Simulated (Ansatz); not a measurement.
# Ta4O: the cost of one run

Program: Ansatz 0.2.0. Level of theory: DFT PBE, scalar-relativistic, plane waves, PAW. These are calculated values, not measurements.

## 1. The structure to begin with

The structure is tetragonal, space group P4/mmm (No. 123). Conventional cell: a = 3.257 Å, b = 3.257 Å, c = 7.409 Å, α = 90.00°, β = 90.00°, γ = 90.00°. Around Ta (site symmetry 4/mmm) lie 4 O at 2.30 Å. Ta (site symmetry 4mm) has 1 O at 2.10 Å as nearest neighbours. Ta (site symmetry 4/mmm) is surrounded by 8 Ta at 2.81 Å. O (site symmetry 4/mmm) is surrounded by 6 Ta at 2.10 to 2.30 Å.

Coordinates:

```xyz
5
Lattice="3.2575 0.0000 0.0000 0.0000 3.2575 0.0000 0.0000 0.0000 7.4093" Properties=species:S:1:pos:R:3 pbc="T T T"
Ta    0.0000    0.0000    3.7047
Ta    1.6287    1.6287    5.8027
Ta    1.6287    1.6287    1.6067
Ta    0.0000    0.0000    0.0000
O     1.6287    1.6287    3.7047
```

The start is a polymorph listed in a database, not an invented cell.

## 2. A first look at the guess

Input file input.yaml:

```yaml
crystal:
  lattice:
    - [3.25749707, 0.0, 0.0]
    - [0.0, 3.25749707, 0.0]
    - [0.0, 0.0, 7.40934086]
  atoms:
    - { symbol: Ta, position: [0.0, 0.0, 0.5] }
    - { symbol: Ta, position: [0.5, 0.5, 0.783158] }
    - { symbol: Ta, position: [0.5, 0.5, 0.216842] }
    - { symbol: Ta, position: [0.0, 0.0, 0.0] }
    - { symbol: O, position: [0.5, 0.5, 0.5] }
basis:
  ecutwfc: 420
kpoints:
  mp_grid: { grid: [6, 6, 4] }
hamiltonian:
  xc: pbe
scf:
  occupations: { method: gaussian, width: 0.1 }
  lower_state_search: "off"
output:
  forces: true
  stress: true
  eigenvalues: true
```

Started as:

```sh
$ ansatz run input.yaml --threads 1 --pin off --max-ram 2560MiB --backend cpu --events-out ev --progress --plain --runs-dir out
```

Q: Estimate wall time and peak memory on 1 thread of AMD EPYC 9R45 (Zen 5), shared host.

About 1.6 s, with a peak of 0.39 GiB.
